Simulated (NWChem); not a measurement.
# the pair BH3Se···H2, step by step

Aim: the energy (singlet BH5Se, BLYP-D2/STO-3G), then the energy (singlet BH3Se, BLYP-D2/STO-3G), then the energy (singlet H2, BLYP-D2/STO-3G), then the energy (singlet BH3Se, BLYP-D2/STO-3G), then a single-point energy (singlet H2, BLYP-D2/STO-3G) of BH5Se and its partners. 

The calculation is run with NWChem 7.3.0.

## (1) The structure to begin with

BH5Se: 7 atoms, total charge 0, spin state singlet. The two molecules were placed rigidly side by side, at 0.9 times their contact distance; the pair isn't optimised.

Bond lengths: B1–Se2 1.899 Å, B1–H3 1.189 Å, B1–H4 1.191 Å, Se2–H5 1.470 Å, H6–H7 0.746 Å. Angles: B1–Se2–H5 97.7°, Se2–B1–H3 121.0°, Se2–B1–H4 115.7°, H3–B1–H4 123.2°.

## (2) The energy at BLYP-D2/STO-3G (run 1)

bh5se.nw reads:

```
start bh5se
title "BH5Se"
memory stack 880 mb heap 220 mb global 1100 mb
charge 0

geometry noautosym nocenter noautoz
 B       -0.124780      -0.623300       0.051700
 Se       1.025320       0.875200      -0.138500
 H       -1.302980      -0.485200       0.133700
 H        0.411620      -1.686200       0.081700
 H       -0.009180       1.919500      -0.128600
 H        0.602680       1.638120      -2.823260
 H        1.145300       1.273670      -3.183070
end

basis spherical bse
 * library STO-3G
end

dft
 xc becke88 lyp
 mult 1
 disp vdw 2
 grid fine
 convergence energy 1e-08
 iterations 100
 mulliken
 print low
end

task dft
```

Command:

```
nwchem bh5se.nw > bh5se.out
```

Output:

```text
[...]
 d= 0,ls=0.0,diis     1  -2402.1713391998 -2.50D+03  6.96D-02  3.05D-01     0.5
[...]
 d= 0,ls=0.0,diis     8  -2402.2336214942  6.05D-09  8.97D-06  3.41D-08     2.4
         Total DFT energy =    -2402.233621494217
      One electron energy =    -3547.087008778377
           Coulomb energy =     1144.151025062540
    Exchange-Corr. energy =      -93.587742217094
 Nuclear repulsion energy =       94.294416385680
    Dispersion correction =       -0.004311946966
[...]
      Total Density - Mulliken Population Analysis
     ---------------------------------------------
    Atom       Charge   Shell Charges
 -----------   ------   -------------------------------------------------------
    1 B    5     5.00   1.99  1.03  1.99
    2 Se  34    33.92   2.00  2.00  6.00  2.00  5.96  1.88  4.10  9.99
    3 H    1     1.04   1.04
    4 H    1     1.04   1.04
    5 H    1     0.99   0.99
    6 H    1     1.00   1.00
    7 H    1     1.00   1.00
[...]
```

Run time: 3.3 s. Hardware: 1 thread of AMD EPYC 7R43 (Zen 3), shared host; peak memory 0.11 GiB.

## (3) BH3Se: a single-point energy at BLYP-D2/STO-3G (run 2)

calc.nw reads:

```
start calc
title "BH3Se energy"
memory total 2200 mb
geometry units atomic noautosym nocenter noautoz
B     -0.23580003    -1.17786629     0.09769884
Se     1.93757399     1.65388830    -0.26172707
H     -2.46227535    -0.91689512     0.25265638
H      0.77784907    -3.18645619     0.15439062
H     -0.01734769     3.62732930    -0.24301878
end
basis spherical bse
B library STO-3G
Se library STO-3G
H library STO-3G
end
dft
xc becke88 lyp
disp vdw 2
grid fine
convergence energy 1e-08
maxiter 100
mulliken
print low
end
task dft energy
```

Command:

```
nwchem calc.nw > calc.out
```

Output:

```text
[...]
 d= 0,ls=0.0,diis     1  -2401.0188744043 -2.48D+03  7.44D-02  3.05D-01     0.4
[...]
 d= 0,ls=0.0,diis     8  -2401.0810120421  5.29D-09  8.91D-06  2.97D-08     1.7
         Total DFT energy =    -2401.081012042145
      One electron energy =    -3515.719141338233
           Coulomb energy =     1128.369140114473
    Exchange-Corr. energy =      -92.872591990297
 Nuclear repulsion energy =       79.144119426713
    Dispersion correction =       -0.002538254801
[...]
      Total Density - Mulliken Population Analysis
     ---------------------------------------------
    Atom       Charge   Shell Charges
 -----------   ------   -------------------------------------------------------
    1 B    5     5.00   1.99  1.03  1.99
    2 Se  34    33.92   2.00  2.00  6.00  2.00  5.96  1.88  4.10  9.99
    3 H    1     1.04   1.04
    4 H    1     1.04   1.04
    5 H    1     0.99   0.99
[...]
```

Wall time 2.4 s (1 thread of AMD EPYC 7R43 (Zen 3), shared host); peak memory 0.11 GiB.

## (4) H2: the energy at BLYP-D2/STO-3G (run 3)

input.nw reads:

```
start input
title "H2 BLYP"
memory total 2200 mb

geometry units bohr noautosym nocenter noautoz
   H    1.13890014   3.09559816  -5.33518818
   H    2.16430333   2.40688747  -6.01513054
end

basis "ao basis" spherical bse
   * library STO-3G
end

dft
   xc becke88 lyp
   disp vdw 2
   grid fine
   convergence energy 1e-08
   iterations 100
   mulliken
   print low
end

task dft energy
```

Command:

```
nwchem input.nw > input.out
```

Output:

```text
[...]
 d= 0,ls=0.0,diis     1     -1.1548263822 -1.86D+00  4.39D-09  2.36D-17     0.1
 d= 0,ls=0.0,diis     2     -1.1548263822  1.24D-14  2.59D-09  8.20D-18     0.1
         Total DFT energy =       -1.154826382214
      One electron energy =       -2.499211123666
           Coulomb energy =        1.347169028514
    Exchange-Corr. energy =       -0.712003587814
 Nuclear repulsion energy =        0.709220619869
    Dispersion correction =       -0.000001319118
[...]
      Total Density - Mulliken Population Analysis
     ---------------------------------------------
    Atom       Charge   Shell Charges
 -----------   ------   -------------------------------------------------------
    1 H    1     1.00   1.00
    2 H    1     1.00   1.00
[...]
```

Run time: 0.72 s. Hardware: 1 thread of AMD EPYC 7R43 (Zen 3), shared host; peak memory 0.1 GiB.

## (5) BH3Se among ghost functions: a single-point energy at BLYP-D2/STO-3G (with ghost functions) (run 4)

bh3se.nw reads:

```
start bh3se
memory 2200 mb
geometry units au noautosym nocenter noautoz
B   -0.23580003  -1.17786629   0.09769884
Se   1.93757399   1.65388830  -0.26172707
H   -2.46227535  -0.91689512   0.25265638
H    0.77784907  -3.18645619   0.15439062
H   -0.01734769   3.62732930  -0.24301878
bqH      1.138900     3.095598    -5.335188
bqH      2.164303     2.406887    -6.015131
end
basis spherical bse
B library STO-3G
Se library STO-3G
H library STO-3G
bqH library H STO-3G
end
dft
xc becke88 lyp
disp vdw 2
grid fine
convergence energy 1e-08
maxiter 100
mulliken
print low
end
task dft energy
```

Command:

```
nwchem bh3se.nw > bh3se.out
```

Output:

```text
[...]
 d= 0,ls=0.0,diis     1  -2401.0205779493 -2.48D+03  6.86D-02  3.04D-01     0.5
[...]
 d= 0,ls=0.0,diis     8  -2401.0824640722  5.11D-09  8.14D-06  2.89D-08     2.4
         Total DFT energy =    -2401.082464072181
      One electron energy =    -3515.661263962616
           Coulomb energy =     1128.307038591214
    Exchange-Corr. energy =      -92.869819872692
 Nuclear repulsion energy =       79.144119426713
    Dispersion correction =       -0.002538254801
[...]
      Total Density - Mulliken Population Analysis
     ---------------------------------------------
    Atom       Charge   Shell Charges
 -----------   ------   -------------------------------------------------------
    1 B    5     5.00   1.99  1.03  1.98
    2 Se  34    33.92   2.00  2.00  6.00  2.00  5.96  1.88  4.10  9.99
    3 H    1     1.04   1.04
    4 H    1     1.04   1.04
    5 H    1     0.99   0.99
    6 X    0     0.00   0.00
    7 X    0     0.00   0.00
[...]
```

It took 3.3 s on 1 thread of AMD EPYC 7R43 (Zen 3), shared host; peak memory 0.11 GiB.

## (6) H2 among ghost functions: the energy at BLYP-D2/STO-3G (with ghost functions) (run 5)

h2.nw reads:

```
start h2
title "H2 energy"
memory total 2200 mb

geometry units bohr noautosym nocenter noautoz
  H   1.13890014  3.09559816 -5.33518818
  H   2.16430333  2.40688747 -6.01513054
  bqB     -0.235800    -1.177866     0.097699
  bqSe     1.937574     1.653888    -0.261727
  bqH     -2.462275    -0.916895     0.252656
  bqH      0.777849    -3.186456     0.154391
  bqH     -0.017348     3.627329    -0.243019
end

basis "ao basis" spherical bse
  H library STO-3G
  bqB library B STO-3G
  bqSe library Se STO-3G
  bqH library H STO-3G
end

dft
  xc becke88 lyp
  mult 1
  disp vdw 2
  grid fine
  convergence energy 1e-08
  maxiter 100
  mulliken
  noprint "final vectors analysis"
end

task dft energy
```

Command:

```
nwchem h2.nw > h2.out
```

Output:

```text
[...]
          Wavefunction type:  closed shell.
          No. of atoms     :     7
          No. of electrons :     2
[...]
          Charge           :     0
          Spin multiplicity:     1
[...]
          AO basis - number of functions:    28
[...]
              XC Information
              --------------
                    Becke 1988 Exchange Functional  1.000
              Lee-Yang-Parr Correlation Functional  1.000
[...]
 d= 0,ls=0.0,diis     1     -1.1550101995 -1.86D+00  1.57D-04  1.58D-05     0.4
[...]
 d= 0,ls=0.0,diis     4     -1.1550183750 -1.73D-09  3.98D-06  9.75D-09     1.0
         Total DFT energy =       -1.155018375042
      One electron energy =       -2.498296870759
           Coulomb energy =        1.345118314613
    Exchange-Corr. energy =       -0.711059119647
 Nuclear repulsion energy =        0.709220619869
    Dispersion correction =       -0.000001319118
[...]
      Total Density - Mulliken Population Analysis
     ---------------------------------------------
    Atom       Charge   Shell Charges
 -----------   ------   -------------------------------------------------------
    1 H    1     1.00   1.00
    2 H    1     1.00   1.00
    3 X    0     0.00   0.00  0.00  0.00
    4 X    0     0.00   0.00  0.00  0.00  0.00 -0.00  0.00  0.00  0.00
    5 X    0     0.00   0.00
    6 X    0     0.00   0.00
    7 X    0     0.00   0.00
[...]
```

Run time: 1.7 s. Hardware: 1 thread of AMD EPYC 7R43 (Zen 3), shared host; peak memory 0.11 GiB.

## (7) What came out

| quantity | value |
| --- | --- |
| run 1, BLYP-D2/STO-3G: total energy | -2402.23362 Eh |
| run 1, BLYP-D2/STO-3G: dispersion energy | -11.32 kJ/mol |
| BH3Se: total energy | -2401.08101 Eh |
| BH3Se: dispersion energy | -6.66 kJ/mol |
| H2: total energy | -1.15483 Eh |
| H2: dispersion energy | 0.00 kJ/mol |
| BH3Se among ghost functions: total energy | -2401.08246 Eh |
| BH3Se among ghost functions: dispersion energy | -6.66 kJ/mol |
| H2 among ghost functions: total energy | -1.15502 Eh |
| H2 among ghost functions: dipole moment | 0.02 D |
| H2 among ghost functions: dispersion energy | 0.00 kJ/mol |
| interaction energy of the rigid parts BH3Se and H2 (parts in their own basis; closest atoms 2.78 Å apart) | 0.060 eV |
| interaction energy of the rigid parts BH3Se and H2 (parts in the whole basis, counterpoise; closest atoms 2.78 Å apart) | 0.105 eV |

**Reading.** The interaction energy of the rigid parts BH3Se and H2 (parts in their own basis; closest atoms 2.78 Å apart) is 0.06 eV (5.8 kJ/mol): the parts repel at this shape. Without counterpoise this holds the superposition error of the basis. The interaction energy of the rigid parts BH3Se and H2 (parts in the whole basis, counterpoise; closest atoms 2.78 Å apart) is 0.11 eV (10.1 kJ/mol): the parts repel at this shape. The basis-set superposition error is 4.3 kJ/mol. Mulliken charges (run 1, BLYP-D2/STO-3G) run from -0.04 on H3 to +0.08 on Se2.
